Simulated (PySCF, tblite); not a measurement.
# C7H12P2: geometry, infrared bands and NMR shifts

Wanted: the infrared bands and NMR shifts of C7H12P2 (`C#CP/C=C/PC(C)C`), by calculation.

Programs: tblite 0.8.0 and PySCF 2.14.0, with density-fitted response routines of our own. Each step states its level of theory. These are calculated values for one molecule in the gas phase, unless marked as measured. Atoms are numbered from 0 throughout.

### 1 The starting structure

21 atoms, charge 0, multiplicity 1; geometry from: force field or distance geometry start.

Bonds of the start (Å): C0–C1 1.22, C1–P2 1.81, P2–C3 1.85, C3–C4 1.34, C4–P5 1.85, P5–C6 1.86, C6–C7 1.53, C6–C8 1.53, C0–H9 1.06, P2–H10 1.42, C3–H11 1.09, C4–H12 1.08, P5–H13 1.42, C6–H14 1.09, C7–H15 1.11, C7–H16 1.09, C7–H17 1.10, C8–H18 1.10, C8–H19 1.09, C8–H20 1.10.

### 2 Geometry optimisation with GFN2-xTB

What the job is given:

```
{"job": {"kind": "relax", "xc": "GFN2-xTB", "basis": "xTB"}, "charge": 0, "multiplicity": 1}
C      5.697300     0.256600    -0.493100
C      4.619600     0.241000    -1.055900
P      3.009700     0.197200    -1.889700
C      1.909300     0.439700    -0.419200
C      0.708400    -0.163500    -0.365400
P     -0.376600     0.075800     1.113900
C     -2.032800     0.270900     0.292200
C     -3.002000     0.965100     1.253600
C     -2.589200    -1.088900    -0.136700
H      6.629000     0.278900     0.004000
H      2.847100    -1.199400    -2.053900
H      2.251200     1.050000     0.413600
H      0.363400    -0.783200    -1.185200
H     -0.098100     1.443200     1.362700
H     -1.915600     0.912700    -0.586700
H     -3.174400     0.376000     2.173900
H     -2.638700     1.951900     1.551200
H     -3.982500     1.099200     0.766900
H     -2.729800    -1.758200     0.720700
H     -1.931200    -1.583900    -0.850700
H     -3.572900    -0.953800    -0.616600
```

Command:

```sh
> OMP_NUM_THREADS=1 python probes_run.py task.json out
```

The driver reads the jobs from task.json and runs them one after another.

**Question.** This job is followed by: GFN2-xTB harmonic vibrations, gas phase; GIAO PBE0/pcSseg-1 NMR shielding, non-relativistic, gas phase. What will the session give for the following? strongest single infrared mode (GFN2-xTB); zero-point energy (GFN2-xTB); 13C shifts against TMS (PBE0/pcSseg-1, means over atoms taken as alike); 1H shifts against TMS (PBE0/pcSseg-1, means over atoms taken as alike); 31P shifts against H3PO4 (PBE0/pcSseg-1).

The runs gave:

| quantity | value |
| --- | --- |
| strongest single infrared mode (GFN2-xTB) | 2239 cm⁻¹, 197 km/mol |
| zero-point energy (GFN2-xTB) | 101.3 kcal/mol |
| 13C shifts against TMS (PBE0/pcSseg-1, means over atoms taken as alike) | 146.2, 138.4, 102.3, 81.9, 34.0, 23.4 ppm |
| 1H shifts against TMS (PBE0/pcSseg-1, means over atoms taken as alike) | 6.64, 6.41, 5.00, 3.83, 2.40, 2.06, 1.19 ppm |
| 31P shifts against H3PO4 (PBE0/pcSseg-1) | -39.1, -102.8 ppm |

What this shows: The optimisation took 80 steps and gained 0.232 eV; among the close pairs (by a distance rule), C1–P2 changed most, from 1.814 to 1.765 Å. All 57 modes are real, so the xTB geometry is a minimum. The strongest single mode, at 2239 cm⁻¹, moves mainly H13. Unscaled tight-binding wavenumbers are off by several per cent, some by more. Its intensities can rank the bands wrongly. At PBE0/pcSseg-1: The largest span, 295 ppm, is at C1, where the paramagnetic term is -162 ppm.
